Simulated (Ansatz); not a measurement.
What does this script print? It uses Ansatz's Python interface.

Script `ash4ns.py`:
```python
'''Relaxed scan of one distance in AsH4NS.'''

import ansatz as az
import numpy as np

BASIS_SET = 'def2-SVP'
FUNCTIONAL = 'b3lyp'

GEOMETRY = '''
N    -0.85390    0.47840   -0.84660
As   -0.26260   -0.08780    0.82380
S     1.37750   -1.26470   -0.15900
H    -1.38380   -0.24930   -1.27290
H    -1.57330    1.28990   -0.67850
H     0.65160    1.18960    1.00100
H     2.10570   -1.42420    1.08650
'''

molecule = az.Crystal.molecule()
for line in GEOMETRY.strip().splitlines():
    symbol, *xyz = line.split()
    molecule = molecule.atom(symbol, [float(v) for v in xyz])

model = molecule.calculation()
model = model.basis(gaussian=BASIS_SET)
model = model.functional(FUNCTIONAL).accuracy('medium')
model = model.scf(lower_state_search='off')
symbols = [site.symbol for site in molecule.cartesian_sites]
pairs = [(0, 1), (0, 3), (0, 4), (1, 2), (1, 5), (2, 6)]
print('held (A)   E (eV)        ', '  '.join(f'{symbols[i]}{i}-{symbols[j]}{j}' for i, j in pairs))
for length in [1.01, 1.1, 1.19, 1.32, 1.48]:
    data = model.relax(constraints=[az.DistanceConstraint((0, 4), at=length)], force_tolerance=0.02, max_steps=60).run(threads=1, backend='cpu').report
    xyz = np.array(data['positions_ang'])
    print(f'{length:6.2f} {data["free_energy_ev"]:14.5f}  ', '  '.join(f'{np.linalg.norm(xyz[i] - xyz[j]):.3f}' for i, j in pairs))
```

```console
$ python ash4ns.py
held (A)   E (eV)         N0-As1  N0-H3  N0-H4  As1-S2  As1-H5  S2-H6
DeckWarning: relax.constraints: the input's atoms, or those drawn, lie off the distances that are held; a relaxation that starts there is brought onto them ahead of its first SCF, by positions alone, an atom by 4.37e-2 Å at the most. With the symmetry [...]
  1.01   -73221.85656   1.851  1.019  1.010  2.312  1.528  1.354
  1.10   -73221.59876   1.853  1.020  1.100  2.285  1.539  1.353
  1.19   -73221.27119   1.865  1.024  1.190  2.279  1.541  1.354
  1.32   -73220.61722   1.908  1.029  1.320  2.279  1.532  1.354
  1.48   -73219.81559   1.916  1.032  1.480  2.278  1.531  1.354
```
(Warnings from the package without file and line, shortened, repeats left out.)

The settings weren't tested for convergence. The energies are electronic: no zero-point or thermal terms, and the basis set is short of its limit. b3lyp holds the VWN-RPA fit, as in Gaussian; the form of ORCA and Turbomole is b3lyp5. Hardware and time: 3.8 min on 1 thread of Arm Neoverse V1 (shared host), peak memory 0.23 GiB.

(Lines on the test bed's own set-up are left out of the output.)
